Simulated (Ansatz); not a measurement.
# BGeHF (quartet): from Hartree-Fock to the top rungs at a displaced geometry (v2), cc-pVDZ

The task here is to estimate one member of a computed series from the others.

Method: cc-pVDZ, core rule «outside noble gas», up to 16 orbitals frozen; program: Ansatz 0.2.0, Gaussian basis.

To be run: UHF; CCSD(T) on ROHF; CCSD(T) on UHF; BCCD(T) on ROHF; CISD as a restricted active space (open shells left free, so some higher excitations enter); CCSDT(Q) on ROHF; CCSDT(Q) on UHF.

20 further runs of the same task are left out: 11 that didn't finish, 9 set aside as unsound or not needed. Runs told in other sessions of the task aren't counted.

## The geometry

The geometry is a PBE0/def2-TZVP stationary point (not a proven minimum) with its atoms shifted at random (size 0.100 Å). No spin-orbit coupling is included. The filled d shell of Ge may be among the frozen orbitals whatever the setting's name suggests.

4 atoms, charge 0, spin multiplicity 4.

Atoms are counted from 1 here; the program's logs count them from 0.

Bond lengths: B1–Ge2 1.906 Å, Ge2–F3 1.763 Å, Ge2–H4 1.454 Å. Angles: B1–Ge2–F3 120.8°, B1–Ge2–H4 135.2°, F3–Ge2–H4 101.8°.

Coordinates:

```xyz
4

B     0.1320   -0.8162    1.7130
Ge   -0.0329    0.2336    0.1306
F     0.0438   -0.5159   -1.4638
H     0.1269    1.6420   -0.1938
```

Set-up of the first run:

Input file in.yaml:

```yaml
crystal:
  periodic: [false, false, false]
  atoms:
    - {symbol: B, position_ang: [0.132019, -0.816155, 1.712994]}
    - {symbol: Ge, position_ang: [-0.032855, 0.233603, 0.130583]}
    - {symbol: F, position_ang: [0.043765, -0.515861, -1.463773]}
    - {symbol: H, position_ang: [0.126874, 1.642016, -0.193818]}
basis:
  gaussian: {orbitals: cc-pVDZ}
magnetization: {spin_polarized: true, initial_magnetization: 3}
hamiltonian: {xc: hf}
output: {orbitals: {seedname: orbitals}}
```

Run with:

```bash
> ansatz run in.yaml --threads 1 --pin off --events-out ev --progress --plain --max-ram 2393MiB
```

Steps of the session up to this table: UHF; CCSD(T) on ROHF; CCSD(T) on UHF; BCCD(T) on ROHF; CISD as a restricted active space (open shells left free, so some higher excitations enter); CCSDT(Q) on ROHF; CCSDT(Q) on UHF.

One table of the session follows, with a row left open; its other results are not shown here.

```
   method  from UCCSDT(Q) (meV)
     ROHF               +9245.6
      UHF                     ?
     RMP2                +932.6
     UMP2                +947.2
    RCCSD                +281.3
    UCCSD                +278.1
 RCCSD(T)                 +60.4
 UCCSD(T)                 +58.4
  BCCD(T)                 +55.7
   RCCSDT                 +26.0
   UCCSDT                 +23.7
RCCSDT(Q)                  +5.7
UCCSDT(Q)                     0
```

**Question.** Estimate the row for UHF.

The run gave: from UCCSDT(Q) (meV): +9194.5. In the column «from UCCSDT(Q) (meV)» it lies between UMP2 (+947.2) and ROHF (+9245.6).

Not comparable, so not listed: CISD as a restricted active space (open shells left free, so some higher excitations enter) (they don't share determinant, frozen orbitals or solution with the rows shown, or repeat one).

Caveats from the session: Restricted and unrestricted rows rest on different reference determinants; a gap between their highest levels can come from leftover correlation error, from unlike frozen cores or from another state.
